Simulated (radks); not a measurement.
**Al⁴⁺ in [He] 2s2 2p5: an all-electron calculation**

The task here is to estimate one member of a computed series from the others.

Program: radks (a radial shooting solver on a logarithmic mesh, Libxc functionals) version 1. Level of theory: non-relativistic Kohn-Sham, PBE, spin-polarised, spherical densities, point nucleus; open shells are filled with parallel spins first. These are calculated values, not measurements, unless marked.

**Starting point**

* element: aluminium (Z = 13)
* charge: +4
* electrons: 9
* configuration: [He] 2s2 2p5

The outer shells:

Al⁴⁺
```
[He] core
2s [↑↓]
2p [↑↓][↑↓][↑ ]
```

The first run:

Input:

```text
Z 13
configuration [He] 2s2 2p5
relativity non-relativistic
functional pbe,pbe
spin polarised
nucleus point
```

One table of the session follows, with a row left open; its other results are not shown here.

It belongs to the step «Radial structure». Radial moments (bohr):

| level | <r> | outermost maximum (interpolated) | 90 % within |
| --- | --- | --- | --- |
| 1s up | ? | ? | ? |
| 1s down | 0.1204 | 0.0787 | 0.215 |
| 2s up | 0.6038 | 0.489 | 0.947 |
| 2s down | 0.6070 | 0.490 | 0.953 |
| 2p up | 0.5642 | 0.415 | 0.941 |
| 2p down | 0.5692 | 0.418 | 0.951 |

Q: Estimate the row for 1s up from the others.

The run gave: <r>: 0.1205; outermost maximum (interpolated): 0.0787; 90 % within: 0.215. In the column «<r>» it lies between 1s down (0.1204) and 2p up (0.5642).

To keep in mind: Open shells are spherical and high-spin; term and fine-structure splittings are not resolved.
